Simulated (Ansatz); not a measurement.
# BiS (Pm-3m) in Ansatz: a series of runs

One crystal, BiS, is run at these levels: LDA; tasks: phonons, elastic constants.

Everything below comes from runs of Ansatz 0.2.0. Logs are shortened: lines on timing, memory, paths and dates and some standing lists are left out, and cuts for length are marked.

## (1) Starting point

Symmetry: Pm-3m, No. 221, cubic system. Conventional cell: a = 4.003 Å, b = 4.003 Å, c = 4.003 Å, α = 90.00°, β = 90.00°, γ = 90.00°. Bi (site symmetry m-3m) has 8 S at 3.47 Å as nearest neighbours. Around S (site symmetry m-3m) lie 8 Bi at 3.47 Å.

The cell was built by a generator and needn't be a form met in nature.

## (2) Phonons, LDA

Input file input.yaml:

```yaml
crystal:
  lattice:
    - [4.00294434, 0.0, 0.0]
    - [0.0, 4.00294434, 0.0]
    - [0.0, 0.0, 4.00294434]
  atoms:
    - { symbol: Bi, position: [0.5, 0.5, 0.5] }
    - { symbol: S, position: [0.0, 0.0, 0.0] }
hamiltonian:
  xc: lda
  pseudopotentials: { kind: paw }
kpoints:
  mp_grid: { grid: [5, 5, 5] }
scf:
  occupations: { method: fermi_dirac, width: 0.05 }
phonons:
  method: dfpt
```

Potentials or basis: Ansatz PAW.

Command:

```sh
> ansatz run input.yaml --threads 2 --pin off --max-ram 5632MiB --backend cpu --events-out ev --progress --plain --runs-dir out
```

Output:

```text
Warning: RAYON_NUM_THREADS=2 ignored (pool sized by the plan → 2); use --threads N
Engine: ansatz 0.2.0, x86_64-unknown-linux-gnu
Pseudopotentials: kind: paw
Pseudopotential: Bi, paw, valence charge 15, recommended cutoff 420 eV (normal), Bi.paw.azcp
Pseudopotential: S, paw, valence charge 6, recommended cutoff 420 eV (normal), S.paw.azcp
Functional definition: SPW92
  exchange = slater_x
  correlation = pw_c
Crystal: 2 atoms, lattice volume = 64.141 Å³
Basis set: ecut = 420 eV, 1237 PW (Γ), exchange–correlation on 54×54×54 points (8 copies of the dense FFT grid, shifted against one another)
Bands: 15, of which v1, the nominal top of the filled ones, is band 11 counted from 1 (10 counted from 0)
Symmetry: 48 space group operations
k-points: 18 of 125 (irreducible under 8 space group operations, time reversal used)
Non-local potential: Bi, projectors of the file, l = 0: 2, l = 1: 2, l = 2: 2, l = 3: 2
Non-local potential: S, projectors of the file, l = 0: 2, l = 1: 2, l = 2: 2
PAW form: soft (Blöchl's): semilocal exchange-correlation on the pseudo side does not see the compensation charge
PAW frozen core: Bi, regenerated for the run's functional, and the local potential with it (the file was generated under x = pbe(κ = 0.804, μ = 0.2195149727645171), c = pbe(β = 0.06672455060314922))
PAW frozen core: S, regenerated for the run's functional, and the local potential with it (the file was generated under x = pbe(κ = 0.804, μ = 0.2195149727645171), c = pbe(β = 0.06672455060314922))
PAW one-centre angular grid: Bi, 590 points (default); XC on 64 Gauss nodes
PAW one-centre angular grid: S, 110 points (default); XC on 64 Gauss nodes
Initial density: superposition of atomic densities (neutral atoms: chi_scale 0, normalization atom), corrected by the library's trained network
Initial wavefunctions: pseudopotential atomic-orbital guess
Functional: x = slater, c = lda
SCF iter   1: F=—  HF=-12954.171837 eV  |F-HF|=—  |Δ(HF+E_count)|=         —  Δρ=6.76e-3  dr2=7.00e-2  ethr=1.77e-3  ⟨swp⟩=6.1  Hψ=1509  notcnv=0
preconditioner: auto → Kerker (q_TF=auto, 2.265 Å⁻¹)  [metal: Δε(μ)=0.079 eV  Ē_g=9.250 eV  σ=0.050 eV  W_gap=0.36  n_scr=18 (ndim 8)  ℏωp=15.4 eV  f_vac=0.000  D(μ)=4.06/eV (n_scr^D=32)]
SCF iter   2: F=—  HF=-12954.162713 eV  |F-HF|=—  |Δ(HF+E_count)|=   9.12e-3  Δρ=4.34e-3  dr2=3.01e-2  ethr=3.33e-4  ⟨swp⟩=1.4  Hψ=426  notcnv=0
SCF iter   3: F=—  HF=-12954.157495 eV  |F-HF|=—  |Δ(HF+E_count)|=   5.22e-3  Δρ=8.16e-4  dr2=4.22e-4  ethr=1.43e-4  ⟨swp⟩=1.9  Hψ=302  notcnv=0  defer=1
SCF iter   4: F=—  HF=-12954.157397 eV  |F-HF|=—  |Δ(HF+E_count)|=   9.80e-5  Δρ=2.34e-4  dr2=4.55e-5  ethr=2.01e-6  ⟨swp⟩=2.0  Hψ=461  notcnv=0  defer=1
SCF iter   5: F=—  HF=-12954.157378 eV  |F-HF|=—  |Δ(HF+E_count)|=   1.95e-5  Δρ=6.80e-5  dr2=5.56e-6  ethr=2.17e-7  ⟨swp⟩=2.1  Hψ=447  notcnv=0  defer=1
SCF iter   6: F=—  HF=-12954.157394 eV  |F-HF|=—  |Δ(HF+E_count)|=   1.64e-5  Δρ=1.07e-5  dr2=9.10e-8  ethr=2.65e-8  ⟨swp⟩=1.0  Hψ=269  notcnv=0  defer=1
SCF iter   7: F=—  HF=-12954.157371 eV  |F-HF|=—  |Δ(HF+E_count)|=   2.32e-5  Δρ=1.64e-6  dr2=1.97e-9  ethr=4.34e-10  ⟨swp⟩=2.2  Hψ=354  notcnv=0  defer=1
SCF iter   8: F=—  HF=-12954.157371 eV  |F-HF|=—  |Δ(HF+E_count)|=  5.37e-10  Δρ=3.50e-7  dr2=1.32e-10  ethr=9.40e-12  ⟨swp⟩=2.1  Hψ=364  notcnv=0  defer=1
SCF iter   9: F=-12954.157371 eV  HF=-12954.157371 eV  |F-HF|=5.46e-12  |Δ(HF+E_count)|=  1.02e-10  Δρ=6.66e-8  dr2=2.25e-12  ethr=1.00e-12  ⟨swp⟩=7.7  Hψ=1502  notcnv=0
SCF 1 converged in 9 iterations: F = -12954.157371 eV  dr2 = 2.25e-12
DFPT response loops at Γ: preconditioner auto → Kerker (q_TF=auto, 2.265 Å⁻¹) (partly filled bands, converged f_vac=0.000); β = 1.00, the filter's whole step (`scf.mixing.beta` (0.50) is not read by the response loops under this deck's `scf.mixing.preconditioner`; to damp them name `kerker` or `kerker_dos`, under which they read `scf.mixing.beta`, and type it under 1.00, their step now; both keys bind the ground state too); Broyden in place of MSR1
SCF converged after 9 iterations
Free energy (F): -12954.157371 eV
Harris-Foulkes:  -12954.157371 eV  (|F-HF|=5.46e-12)
Internal energy: -12954.123150 eV  (E = F + TS)
E sigma→0 (E₀):  -12954.140261 eV
Entropy (-TS):   -0.034221 eV (-17.110 meV/atom)
Fermi energy:    6.268403 eV
--- Per-component energies (eV) ---
  E_band       = -161.546898
  E_kinetic    = 399.685556
  E_local      = -1752.280822  (includes V_loc(G=0)·N_el)
  E_nonlocal   = 594.428810
  E_hartree    = 558.812286
  E_xc         = -242.107094
  E_vxc        = -226.243429  (∫ρ·V_xc dr)
  E_paw        = -10921.230806  (= ΣΔE_a)
  E_vpaw       = -294.761027  (= ΣTr[D̂ρ^β])
  E_aug_tail   = -0.000534  (compensation charges beyond the density's cutoff)
  E_ewald      = -1591.578859
  E_core_change = 0.148313  (= ΣΔE_core)
  E_smearing   = -0.034221  (= −TS)
  E_closure    = 0.000000  (closes the sum)
  Σ components = -12954.157371   (vs F -12954.157371, Δ=0.00e0)
--- Band table (eV; the first three rows and the last of 18) ---
  k-point 0: bands = ["-17.1223", "-17.1223", "-17.0783", "-17.0783", "-17.0783", "-6.6321", "-3.6034", "4.2553", "4.2553", "4.2553", "8.8941", "8.8941", "8.8941", "10.8931", "10.8931"]
  k-point 1: bands = ["-17.1219", "-17.1112", "-17.0813", "-17.0813", "-17.0780", "-6.3780", "-3.8690", "4.0144", "4.5020", "4.5020", "7.2853", "8.4651", "8.4651", "11.2209", "12.4688"]
  k-point 2: bands = ["-17.1214", "-17.0932", "-17.0861", "-17.0861", "-17.0776", "-5.7141", "-4.5795", "4.1529", "5.0485", "5.0485", "5.3155", "7.6197", "7.6197", "12.1870", "13.9528"]
  k-point 17: bands = ["-17.0943", "-17.0941", "-17.0941", "-17.0771", "-17.0771", "-5.0517", "-3.9631", "3.1907", "3.5627", "3.5627", "5.3095", "5.3095", "6.1957", "14.8974", "15.7325"]
--- Phonons (Γ-DFPT): 2 representative perturbations + reference, on 18 of 125 k-points (Σ response iterations 6) ---
  k mesh reduced under 8 symmetry operations, with k and −k counted as one. Each operation leaves every solved perturbation unchanged. A smaller set is not used because it would not reduce the number of displacements times k-points to solve
  ASR residual: 4.973e-5 → 0.000e0 eV/Å²; symmetrization residual: 8.938e-6 eV/Å²
  ASR residual per site (eV/Å²): 4.97e-5 9.49e-6
  Γ frequencies (cm⁻¹): -148.78 -148.78 -148.78 0.00 0.00 0.00
  non-analytic LO–TO correction: not included (Born effective charges unavailable; polar crystals: no LO–TO splitting at Γ)
```

Run time: 1.3 s. Hardware: 2 threads of AMD EPYC 9R45 (Zen 5), shared host; peak memory 0.45 GiB.

Results:

```
Free energy                   : -12954.1574 eV
Band gap on the k mesh        : none (metal or under the smearing width)
Highest phonon frequency at Γ : 0 cm⁻¹
Most unstable mode            : 149i cm⁻¹
```

Levels at points of the mesh, in eV from the Fermi level:
| k point | band 6 | band 7 | band 8 | band 9 | band 10 | band 11 | band 12 | band 13 | band 14 | band 15 |
| --- | --- | --- | --- | --- | --- | --- | --- | --- | --- | --- |
| (0.00, 0.00, 0.00) | -12.90 | -9.87 | -2.01 | -2.01 | -2.01 | 2.63 | 2.63 | 2.63 | 4.62 | 4.62 |

Phonon frequencies in cm⁻¹ (negative: imaginary):
| q point | frequencies |
| --- | --- |
| (0.000, 0.000, 0.000) | -149 -149 -149 0 0 0 |

Caveat: some modes are imaginary; spin-orbit coupling is left out, which moves the levels of the heavy elements; the PAW data sets come from PBE, with cores solved anew for the run's functional, which leaves a small shift of forces and pressure.

## (3) Elastic constants, LDA

Changes to input.yaml since step 2:

```diff
@@ -15,3 +15,7 @@
   occupations: { method: fermi_dirac, width: 0.05 }
-phonons:
-  method: dfpt
+output:
+  forces: true
+  stress: true
+elastic:
+  mode: relaxed_ion
+  stencil: two_point
```

Potentials or basis: Ansatz PAW.

Command:

```sh
> ansatz run input.yaml --threads 2 --pin off --max-ram 5632MiB --backend cpu --events-out ev --progress --plain --runs-dir out
```

Wall time 1.5 s (2 threads of AMD EPYC 9R45 (Zen 5), shared host); peak memory 0.4 GiB.

It converged, with:

```
Free energy                     : -12954.1574 eV
Pressure                        : -13.7 GPa
Band gap on the k mesh          : none (metal or under the smearing width)
Elastic constants C11, C12, C44 : 13, -5, -32 GPa
Voigt bulk modulus              : 1 GPa
```

Levels at points of the mesh, in eV from the Fermi level:
```
           k point  band 7  band 8  band 9  band 10  band 11  band 12  band 13  band 14
(0.00, 0.00, 0.00)   -9.87   -2.01   -2.01    -2.01     2.63     2.63     2.63     4.62
```

Elastic tensor in Voigt notation (GPa, in the Cartesian axes of the cell as first typed):
```
 13  -5  -5   0   0   0
 -5  13  -5   0   0   0
 -5  -5  13   0   0   0
  0   0   0 -32   0   0
  0   0   0   0 -32   0
  0   0   0   0   0 -32
```

Caveat: the cell is more than 3 GPa from zero pressure, which shifts response properties; the elastic tensor has a negative eigenvalue, so either the cell is unstable as it stands or the mesh is too thin; spin-orbit coupling is left out, which moves the levels of the heavy elements; the PAW data sets come from PBE, with cores solved anew for the run's functional, which leaves a small shift of forces and pressure.
